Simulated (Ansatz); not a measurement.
**One shape, several levels: CH7BGaN (SMILES C[B](N)[GaH2])**

Wanted: a comparison of 6 runs (HF/STO-3G, HF/3-21G, HF/def2-SVP, PBE0/STO-3G, B3LYP/6-31G*) of CH7BGaN. 

The calculation is run with Ansatz 0.2.0.

5 further runs of the same task are left out: 1 for a known fault of the program, 1 that didn't finish, 3 set aside as unsound or not needed.

## 1. The structure to begin with

CH7BGaN: 11 atoms, total charge 0, spin state singlet. SMILES: `C[B](N)[GaH2]`. The shape is that of a PBE0-D4/def2-TZVP optimisation.

Bond lengths: C1–B2 1.572 Å, B2–N3 1.393 Å, B2–Ga4 2.118 Å, C1–H5 1.096 Å, C1–H6 1.096 Å, C1–H7 1.096 Å, N3–H8 1.010 Å, N3–H9 1.006 Å, Ga4–H10 1.581 Å, Ga4–H11 1.590 Å. Some angles: C1–B2–N3 119.9°, C1–B2–Ga4 124.1°, N3–B2–Ga4 116.0°, B2–C1–H5 110.7°, B2–C1–H6 114.1°, B2–C1–H7 110.6°, B2–N3–H8 122.9°, B2–N3–H9 123.8°, B2–Ga4–H10 125.4°, B2–Ga4–H11 120.3°.

## 2. Energy and gradient at HF/STO-3G (run 1)

File molecule.yaml:

```yaml
crystal:
  periodic: [false, false, false]
  atoms:
    - {symbol: C, position_ang: [-0.483100, 1.456400, 0.267100]}
    - {symbol: B, position_ang: [-0.083400, -0.060400, 0.166600]}
    - {symbol: "N", position_ang: [-0.462800, -0.946900, 1.172100]}
    - {symbol: Ga, position_ang: [1.028200, -0.891100, -1.433900]}
    - {symbol: H, position_ang: [-1.066900, 1.762200, -0.608200]}
    - {symbol: H, position_ang: [-1.061800, 1.708500, 1.163000]}
    - {symbol: H, position_ang: [0.408900, 2.092400, 0.252200]}
    - {symbol: H, position_ang: [-0.994100, -0.662400, 1.982700]}
    - {symbol: H, position_ang: [-0.238800, -1.927900, 1.166400]}
    - {symbol: H, position_ang: [1.582500, -0.087400, -2.677800]}
    - {symbol: H, position_ang: [1.371200, -2.443300, -1.450300]}
basis:
  gaussian: {orbitals: STO-3G}
hamiltonian: {xc: hf}
accuracy: high
output: {forces: true, orbitals: {seedname: orbitals}}
```

The run is started by

```
$ ansatz run molecule.yaml --threads 1 --pin off --max-ram 2610MiB --events-out events.jsonl --progress --plain --runs-dir runs
```

What it wrote:

```text
Warning: RAYON_NUM_THREADS=1 ignored (pool sized by the plan → 1); use --threads N
Functional definition: HF
  name "HF"
  exchange = exact_x
  correlation = 0
718 factors; integrals over basis functions are off by at most 4.6e-9 eV
mean field evaluation 1: about -54978.5963 eV, gradient 1.6e1 eV
mean field evaluation 2: about -54978.7274 eV, gradient 1.6e1 eV
mean field evaluation 4: about -54980.0803 eV, gradient 1.7e0 eV
mean field evaluation 8: about -54980.0953 eV, gradient 1.5e-1 eV
mean field evaluation 16: about -54980.2044 eV, gradient 1.9e-2 eV
mean field evaluation 32: about -54980.1643 eV, gradient 1.3e-1 eV
mean field evaluation 64: about -54980.1174 eV, gradient 6.8e-1 eV
mean field evaluation 96: about -54979.3007 eV, gradient 1.5e1 eV
mean field evaluation 128: about -54979.9663 eV, gradient 1.5e-1 eV
mean field -54980.20373712 eV, -2020.4852204185 hartree, gradient 2.8e-8 eV, S^2 0.000000; 1 other end points of the search recorded, 0 dependent functions left out
the calculation of the forces begins
reference -54980.20373712 eV, -2020.4852204185 hartree; 28, 28 occupied and 12, 12 virtual orbitals, 718 factors
Total energy: -54980.20373712 eV, -2020.4852204185 hartree
Atom 0 at    -0.483100     1.456400     0.267100 Å, force    -0.231643     1.005879    -0.104703 eV/Å
Atom 1 at    -0.083400    -0.060400     0.166600 Å, force     0.697317    -1.593326    -0.649496 eV/Å
Atom 2 at    -0.462800    -0.946900     1.172100 Å, force     0.282270     1.179662    -0.869678 eV/Å
Atom 3 at     1.028200    -0.891100    -1.433900 Å, force     0.979550    -0.627475    -1.265428 eV/Å
Atom 4 at    -1.066900     1.762200    -0.608200 Å, force     0.131042    -0.163720     0.393113 eV/Å
Atom 5 at    -1.061800     1.708500     1.163000 Å, force     0.249299    -0.136156    -0.388260 eV/Å
Atom 6 at     0.408900     2.092400     0.252200 Å, force    -0.324296    -0.290466     0.120232 eV/Å
Atom 7 at    -0.994100    -0.662400     1.982700 Å, force    -0.289593     0.054074     0.541629 eV/Å
Atom 8 at    -0.238800    -1.927900     1.166400 Å, force     0.076950    -0.666294     0.105936 eV/Å
Atom 9 at     1.582500    -0.087400    -2.677800 Å, force    -0.935808    -1.530181     2.199813 eV/Å
Atom 10 at     1.371200    -2.443300    -1.450300 Å, force    -0.635090     2.768003    -0.083158 eV/Å
Dipole moment:    -0.166629    -0.122616     0.323408 e Å
```

Wall time 3 s (1 thread of Intel Xeon Platinum 8259CL at 2.50GHz (Skylake/Cascade Lake), shared host).

## 3. Energy and forces at HF/3-21G (run 2)

File in.yaml:

```yaml
basis:
  gaussian:
    orbitals: 3-21G-spherical.json
crystal:
  periodic: [false, false, false]
  atoms:
    - symbol: C
      position_ang: [-0.483100, 1.456400, 0.267100]
    - symbol: B
      position_ang: [-0.083400, -0.060400, 0.166600]
    - symbol: "N"
      position_ang: [-0.462800, -0.946900, 1.172100]
    - symbol: Ga
      position_ang: [1.028200, -0.891100, -1.433900]
    - symbol: H
      position_ang: [-1.066900, 1.762200, -0.608200]
    - symbol: H
      position_ang: [-1.061800, 1.708500, 1.163000]
    - symbol: H
      position_ang: [0.408900, 2.092400, 0.252200]
    - symbol: H
      position_ang: [-0.994100, -0.662400, 1.982700]
    - symbol: H
      position_ang: [-0.238800, -1.927900, 1.166400]
    - symbol: H
      position_ang: [1.582500, -0.087400, -2.677800]
    - symbol: H
      position_ang: [1.371200, -2.443300, -1.450300]
hamiltonian:
  xc: hf
accuracy: high
output:
  forces: true
  orbitals: {seedname: orbitals}
```

The basis set 3-21G is read from a file made from the Basis Set Exchange's data (not shown).

The run is started by

```
$ ansatz run in.yaml --threads 1 --pin off --max-ram 2610MiB --events-out events.jsonl --progress --plain --runs-dir runs
```

What it wrote:

```text
Warning: RAYON_NUM_THREADS=1 ignored (pool sized by the plan → 1); use --threads N
Functional definition: HF
  name "HF"
  exchange = exact_x
  correlation = 0
1372 factors; integrals over basis functions are off by at most 1.2e-8 eV
mean field evaluation 1: about -55352.7536 eV, gradient 2.9e1 eV
mean field evaluation 2: about -55353.0224 eV, gradient 2.9e1 eV
mean field evaluation 4: about -55355.1975 eV, gradient 2.7e0 eV
mean field evaluation 8: about -55355.2248 eV, gradient 1.2e-1 eV
mean field evaluation 16: about -55355.2249 eV, gradient 1.9e-8 eV
mean field -55355.22487466 eV, -2034.2669930246 hartree, gradient 1.9e-8 eV, S^2 0.000000; 0 other end points of the search recorded, 0 dependent functions left out
the calculation of the forces begins
reference -55355.22487466 eV, -2034.2669930246 hartree; 28, 28 occupied and 35, 35 virtual orbitals, 1372 factors
Total energy: -55355.22487466 eV, -2034.2669930246 hartree
Atom 0 at    -0.483100     1.456400     0.267100 Å, force    -0.130223     0.566525    -0.001510 eV/Å
Atom 1 at    -0.083400    -0.060400     0.166600 Å, force     0.093988     0.094883    -0.200399 eV/Å
Atom 2 at    -0.462800    -0.946900     1.172100 Å, force    -0.266806    -0.609128     0.701202 eV/Å
Atom 3 at     1.028200    -0.891100    -1.433900 Å, force     0.094060    -0.026476    -0.153656 eV/Å
Atom 4 at    -1.066900     1.762200    -0.608200 Å, force     0.069791    -0.047629     0.169495 eV/Å
Atom 5 at    -1.061800     1.708500     1.163000 Å, force     0.124572    -0.032584    -0.200139 eV/Å
Atom 6 at     0.408900     2.092400     0.252200 Å, force    -0.154782    -0.094184     0.036996 eV/Å
Atom 7 at    -0.994100    -0.662400     1.982700 Å, force     0.140191    -0.060247    -0.220435 eV/Å
Atom 8 at    -0.238800    -1.927900     1.166400 Å, force    -0.068250     0.276489     0.010262 eV/Å
Atom 9 at     1.582500    -0.087400    -2.677800 Å, force     0.069282     0.133353    -0.167169 eV/Å
Atom 10 at     1.371200    -2.443300    -1.450300 Å, force     0.028175    -0.201003     0.025352 eV/Å
Dipole moment:    -0.254549    -0.072169     0.469661 e Å
```

Run time: 2.9 s. Hardware: 1 thread of Intel Xeon Platinum 8259CL at 2.50GHz (Skylake/Cascade Lake), shared host.

Runs 3 to 5 aren't shown in full; the table further down has their settings and results.

## 4. Energy and gradient at B3LYP/6-31G(d) (Cartesian functions) (run 6)

File input.yaml:

```yaml
crystal:
  periodic: [false, false, false]
  atoms:
    - {symbol: C, position_ang: [-0.483100, 1.456400, 0.267100]}
    - {symbol: B, position_ang: [-0.083400, -0.060400, 0.166600]}
    - {symbol: "N", position_ang: [-0.462800, -0.946900, 1.172100]}
    - {symbol: Ga, position_ang: [1.028200, -0.891100, -1.433900]}
    - {symbol: H, position_ang: [-1.066900, 1.762200, -0.608200]}
    - {symbol: H, position_ang: [-1.061800, 1.708500, 1.163000]}
    - {symbol: H, position_ang: [0.408900, 2.092400, 0.252200]}
    - {symbol: H, position_ang: [-0.994100, -0.662400, 1.982700]}
    - {symbol: H, position_ang: [-0.238800, -1.927900, 1.166400]}
    - {symbol: H, position_ang: [1.582500, -0.087400, -2.677800]}
    - {symbol: H, position_ang: [1.371200, -2.443300, -1.450300]}
basis:
  gaussian:
    orbitals: "6-31G*"
hamiltonian:
  xc: {name: B3LYP}
accuracy: high
output: {forces: true, orbitals: {seedname: orbitals}}
```

The run is started by

```
$ ansatz run input.yaml --threads 1 --pin off --max-ram 2610MiB --events-out events.jsonl --progress --plain --runs-dir runs
```

What it wrote:

```text
Warning: RAYON_NUM_THREADS=1 ignored (pool sized by the plan → 1); use --threads N
Functional definition: B3LYP
  name "B3LYP"
  parameter a0 = 0.2
  parameter ax = 0.72
  parameter ac = 0.81
  exchange = (1 - a0 - ax)*slater_x + ax*b88_x + a0*exact_x
  correlation = (1 - ac)*vwn_rpa_c + ac*lyp_c
2095 factors; integrals over basis functions are off by at most 4.7e-9 eV
mean field evaluation 1: about -55681.5173 eV, gradient 6.4e1 eV
mean field evaluation 2: about -55666.8162 eV, gradient 9.8e1 eV
mean field evaluation 4: about -55689.8836 eV, gradient 6.0e0 eV
mean field evaluation 8: about -55690.0962 eV, gradient 1.1e-1 eV
mean field evaluation 16: about -55690.0963 eV, gradient 1.0e-5 eV
mean field -55690.09626344 eV, -2046.5732895784 hartree, gradient 6.0e-8 eV, S^2 0.000000; 0 other end points of the search recorded, 0 dependent functions left out
the calculation of the forces begins
reference -55690.09630822 eV, -2046.5732912240 hartree; 28, 28 occupied and 66, 66 virtual orbitals, 2095 factors
Total energy: -55690.09630822 eV, -2046.5732912240 hartree
Atom 0 at    -0.483100     1.456400     0.267100 Å, force    -0.002491     0.080231    -0.031567 eV/Å
Atom 1 at    -0.083400    -0.060400     0.166600 Å, force     0.094298    -0.005475    -0.162542 eV/Å
Atom 2 at    -0.462800    -0.946900     1.172100 Å, force     0.030872    -0.025215    -0.044633 eV/Å
Atom 3 at     1.028200    -0.891100    -1.433900 Å, force    -0.044584     0.023136     0.069965 eV/Å
Atom 4 at    -1.066900     1.762200    -0.608200 Å, force    -0.076096     0.049718    -0.073622 eV/Å
Atom 5 at    -1.061800     1.708500     1.163000 Å, force    -0.069242     0.051652     0.100075 eV/Å
Atom 6 at     0.408900     2.092400     0.252200 Å, force     0.081476     0.087755     0.016604 eV/Å
Atom 7 at    -0.994100    -0.662400     1.982700 Å, force    -0.134356     0.056671     0.210622 eV/Å
Atom 8 at    -0.238800    -1.927900     1.166400 Å, force     0.039974    -0.248504     0.027699 eV/Å
Atom 9 at     1.582500    -0.087400    -2.677800 Å, force     0.044637     0.039311    -0.091883 eV/Å
Atom 10 at     1.371200    -2.443300    -1.450300 Å, force     0.035512    -0.109281    -0.020720 eV/Å
Dipole moment:    -0.282935    -0.045568     0.508493 e Å
```

Run time: 17 s. Hardware: 1 thread of Intel Xeon Platinum 8259CL at 2.50GHz (Skylake/Cascade Lake), shared host.

## 5. All runs side by side

```
run                               level  Cartesian functions   energy (Eh)  dipole moment (D)  HOMO energy (eV)  LUMO energy (eV)  wall time
  1                           HF/STO-3G                   no  -2020.485220               1.84             -6.56              4.75        3 s
  2                            HF/3-21G                   no  -2034.266993               2.59             -9.26              1.09      2.9 s
  3                         HF/def2-SVP                   no  -2044.012990               2.48             -9.48              1.13       11 s
  4                         PBE0/STO-3G                   no  -2022.298549               2.21             -2.73              0.03       17 s
  5  B3LYP/6-31G* (spherical functions)                   no  -2046.566483               2.80             -6.49             -1.89       16 s
  6  B3LYP/6-31G* (Cartesian functions)                  yes  -2046.573291               2.80             -6.49             -1.88       17 s
```

## 6. Results

| quantity | value |
| --- | --- |
| run 6: total energy | -2046.57329 Eh |
| run 6: dipole moment | 2.80 D |
| run 6: HOMO energy | -6.49 eV |
| run 6: LUMO energy | -1.88 eV |
| run 6: HOMO–LUMO gap | 4.61 eV |
| run 6: largest force on an atom | 0.256 eV/Å |

In words: The dipole moment (its size) runs from 1.84 D (HF/STO-3G) to 2.80 D (B3LYP/6-31G*). The two ends differ in method and basis. The HOMO–LUMO gap runs from 2.76 eV (PBE0/STO-3G) to 11.31 eV (HF/STO-3G). Exact exchange widens orbital gaps. Totals of different functionals can't be ranked against each other. In runs 1, 4 the basis is minimal, so the values are rough. All runs together took 66 s, the longest 17 s.
